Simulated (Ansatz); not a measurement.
# C2H6FNSn: vertical spin-state energies

The task is vertical spin-state energies, for C2H6FNSn.

All numbers are computed with Ansatz 0.2.0 through its Python package. Level of theory: r2SCAN/def2-SVP.

### 1 The structure

Bond lengths: C1–N2 1.439 Å, N2–C3 1.447 Å, N2–Sn4 2.068 Å, Sn4–F5 1.971 Å, C1–H6 1.185 Å, C1–H7 1.081 Å, C1–H8 1.091 Å, C3–H9 1.162 Å, C3–H10 1.126 Å, C3–H11 1.082 Å. Angles (14 of 16 angles, heavy atoms first): C1–N2–C3 107.5°, C1–N2–Sn4 112.7°, C3–N2–Sn4 107.0°, N2–Sn4–F5 108.6°, N2–C1–H6 107.1°, N2–C1–H7 112.8°, N2–C1–H8 110.7°, N2–C3–H9 108.6°, N2–C3–H10 109.6°, N2–C3–H11 113.4°, H6–C1–H7 106.6°, H6–C1–H8 105.5°, H7–C1–H8 113.6°, H9–C3–H10 103.7°.

The script holds or builds the structure itself.

### 2 The script

spin_c2h6fnsn.py

```python
"""Gap between spin states of C2H6FNSn at one geometry."""

import warnings

import ansatz as az

warnings.simplefilter("ignore", az.DeckWarning)

mol = (
    az.Crystal.molecule()
    .atom("C", (-0.8709, -0.0993, 0.7553))
    .atom("N", (0.3422, 0.3729, 0.1423))
    .atom("C", (1.1741, -0.7812, -0.1212))
    .atom("Sn", (0.0094, 1.3046, -1.6733))
    .atom("F", (-1.2253, 2.8145, -1.3899))
    .atom("H", (-1.5626, 0.8466, 0.9317))
    .atom("H", (-0.7043, -0.5452, 1.7255))
    .atom("H", (-1.4248, -0.7421, 0.0694))
    .atom("H", (1.4543, -1.276, 0.8916))
    .atom("H", (2.1656, -0.4447, -0.5365))
    .atom("H", (0.7076, -1.5072, -0.7743))
)

job = mol.calculation()
job = job.basis(gaussian="def2-SVP")
job = job.functional("r2SCAN").accuracy("medium")
found = {}
for unpaired in [0, 2]:
    r = job.spin("collinear", total=unpaired).run(threads=1, pin="off").report
    s = unpaired / 2
    found[unpaired] = r["free_energy_ev"]
    print(f"2S+1 = {unpaired + 1}: E = {found[unpaired]:.5f} eV, <S^2> = {abs(r['mean_field']['state']['spin_squared']):.3f} (pure state {s * (s + 1):.2f})")
lowest = min(found, key=found.get)
for unpaired, e in found.items():
    print(f"multiplicity {unpaired + 1}: {23.060548 * (e - found[lowest]):.1f} kcal/mol above the lowest")
```

### 3 The run

The run is started by

```
> python spin_c2h6fnsn.py
```

**Question.** Which spin state is lowest at this geometry, and how far above lie the others?

As calculated:

| quantity | value |
| --- | --- |
| runs compared | 2 |
| lowest | run 1 (2S+1 = 1) |
| next above it by | 1.924 eV |

What this shows: In order: multiplicity 1 (+0.00 eV) and multiplicity 3 (+1.92 eV), all at the one geometry. Caveats:
- The geometry is a force-field or estimated start, not a minimum of this method, and the basis set is short of its limit. All parts are taken at fixed geometry, without zero-point energy.
- def2 sets replace the cores of elements past krypton by effective core potentials.
- Spin-orbit coupling, which mixes and shifts the spin states of heavy atoms, is left out.
